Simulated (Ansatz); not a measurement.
# FGeH5SSi: one species, many methods

The task here is to estimate one member of a computed series from the others.

Program: Ansatz 0.2.0, Gaussian basis. Level of theory: functionals in def2-TZVPP, the program's frozen cores in correlated methods. These are calculated values, not measurements.

Plan: PBE-D4, r2SCAN-D4, PBE0-D4, B3LYP-D4, ωB97X-V, ωB97M-V, B2PLYP; CCSD(T)/def2-TZVPP; MP2/def2-QZVPP; extrapolation to the limit.

## Structure used throughout

The geometry comes from an earlier relaxation with PBE0-D4 in a triple-zeta def2 set; it is a stationary point, not always the lowest conformer.

9 atoms, charge 0, spin multiplicity 1.

Atoms are counted from 1 here; the program's logs count them from 0.

Bond lengths: F1–Si2 1.604 Å, Si2–S3 2.123 Å, Si2–Ge4 2.377 Å, Si2–H5 1.482 Å, S3–H6 1.344 Å, Ge4–H7 1.538 Å, Ge4–H8 1.536 Å, Ge4–H9 1.536 Å. Angles: F1–Si2–S3 111.6°, F1–Si2–Ge4 108.1°, F1–Si2–H5 107.4°, S3–Si2–Ge4 111.0°, S3–Si2–H5 104.3°, Ge4–Si2–H5 114.3°, Si2–S3–H6 95.0°, Si2–Ge4–H7 109.1°, Si2–Ge4–H8 111.6°, Si2–Ge4–H9 109.3°, H7–Ge4–H8 109.0°, H7–Ge4–H9 108.7°, H8–Ge4–H9 109.2°.

The first run:

Contents of in.yaml:

```yaml
crystal:
  periodic: [false, false, false]
  atoms:
    - {symbol: F, position_ang: [0.889134, 0.117610, -2.070504]}
    - {symbol: Si, position_ang: [0.356907, 0.760775, -0.701395]}
    - {symbol: S, position_ang: [1.959536, 1.348459, 0.560657]}
    - {symbol: Ge, position_ang: [-1.034416, -0.837595, 0.374774]}
    - {symbol: H, position_ang: [-0.324903, 2.031465, -1.044881]}
    - {symbol: H, position_ang: [2.236212, 0.103156, 0.984413]}
    - {symbol: H, position_ang: [-0.158315, -1.972892, 0.931083]}
    - {symbol: H, position_ang: [-2.066481, -1.432880, -0.595166]}
    - {symbol: H, position_ang: [-1.769173, -0.164396, 1.543921]}
basis:
  gaussian: {orbitals: def2-TZVPP}
hamiltonian: {xc: pbe, dispersion: d4}
output: {forces: true, orbitals: {seedname: orbitals}}
```

Launch:

```
$ ansatz run in.yaml --threads 4 --pin off --events-out ev --progress --plain --max-ram 10444MiB
```

Steps of the session up to this table: PBE-D4 (GGA); r2SCAN-D4 (meta-GGA); PBE0-D4 (hybrid); B3LYP-D4 (hybrid); ωB97X-V (range-separated); ωB97M-V (range-separated); B2PLYP (double hybrid); CCSD(T) in def2-TZVPP; MP2 in def2-QZVPP.

One table of the session follows, with a row left open; its other results are not shown here.

```
            method  atomisation energy (kJ/mol)
            PBE-D4                       2720.0
         r2SCAN-D4                       2737.4
           PBE0-D4                       2691.9
          B3LYP-D4                       2705.5
           ωB97X-V                       2753.6
           ωB97M-V                       2725.7
            B2PLYP                       2678.9
     HF/def2-TZVPP                       1998.8
    MP2/def2-TZVPP                       2680.5
   CCSD/def2-TZVPP                            ?
CCSD(T)/def2-TZVPP                       2669.8
           MP2/CBS                       2754.8
       CCSD(T)/CBS                       2744.1
```

**Question.** Estimate the row for CCSD/def2-TZVPP.

**Answer.** atomisation energy (kJ/mol): 2633.6. In the column «atomisation energy (kJ/mol)» it lies between HF/def2-TZVPP (1998.8) and CCSD(T)/def2-TZVPP (2669.8).
